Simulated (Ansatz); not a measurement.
The first iterations of a band of a periodic cell of 15 atoms, TiAl$_{6}$N$_{8}$ (host AlN, host structure P6_3mc, dopant Ti, one Al atom removed), cell charge -2.

All numbers below come from Ansatz 0.2.0, DFT PBE-D3(BJ), scalar-relativistic, plane waves, PAW. Settings: PAW set soft_1, cutoff 420 eV, k mesh 2x2x2, gaussian smearing 0.02 eV, no spin polarisation.

```yaml
movable_images: 1
climbing_image: yes
spring: 5.0 eV/Å²
optimiser: quadratic models (default)
start_path: default
force_threshold: 0.05 eV/Å
iteration_limit: 50
end_points: relaxed
```

Initial state:

```xyz
15
Lattice="-3.0810 -5.3364 0.0000 4.6215 -2.6682 0.0000 0.0000 0.0000 5.0310" Properties=species:S:1:pos:R:3
Al -0.021 -3.575 0.001
Al 1.548 -4.465 2.552
N 0.024 -3.596 1.910
N 1.526 -4.426 4.437
Al 3.096 -3.523 -0.028
Ti 0.026 -1.739 2.579
N 3.026 -3.520 1.881
N -0.096 -1.852 4.403
Al 3.080 -1.732 2.570
N 1.555 -0.863 2.076
N 3.252 -1.863 4.364
Al 1.566 -6.267 -0.013
Al -1.546 -4.453 2.615
N 1.558 -6.208 1.897
N -1.519 -4.303 4.413
```

Final state:

```xyz
15
Lattice="-3.0810 -5.3364 0.0000 4.6215 -2.6682 0.0000 0.0000 0.0000 5.0310" Properties=species:S:1:pos:R:3
Al 0.014 -3.545 0.089
Al 1.524 -4.401 2.492
N -0.012 -3.696 1.887
N 1.531 -4.459 4.402
Al 3.090 -3.599 0.044
Ti 1.522 -0.922 0.052
N 2.919 -3.467 1.838
N -0.007 -1.799 4.582
Al 3.076 -1.808 2.477
N 1.646 -0.810 1.877
N 3.144 -1.810 4.386
Al 1.542 -6.202 0.026
Al -1.511 -4.424 2.506
N 1.564 -6.241 1.910
N -1.556 -4.402 4.414
```

| iteration | highest image above the first end (eV) | largest band force component (eV/Å) |
| --- | --- | --- |
| 1 | 16.923 | 47.853 |
| 2 | 6.329 | 16.422 |
| 3 | 4.011 | 8.884 |
| 4 | 2.608 | 3.370 |
| 5 | 2.254 | 1.447 |

Task: Does the band converge within its limit, and where does its top end?

Result: The run converged. It ended after 17 iterations with the highest image 2.122 eV above the first end. Neighbouring images differ by up to 2.1 eV, so the band resolves the path poorly. The order of the stationary point at the top wasn't checked. So few images can step over the top or miss a turn of the path. Limits of this set-up: coarse k mesh, no spin, though dangling bonds at a vacancy may carry it, a small cell, in which the defect meets its images, charged cell in a uniform background, uncorrected.

Run time: 46 s on 1 thread of Intel(R) Xeon(R) Platinum 8488C (Sapphire Rapids), with other jobs on the host, peak memory 0.53 GiB.
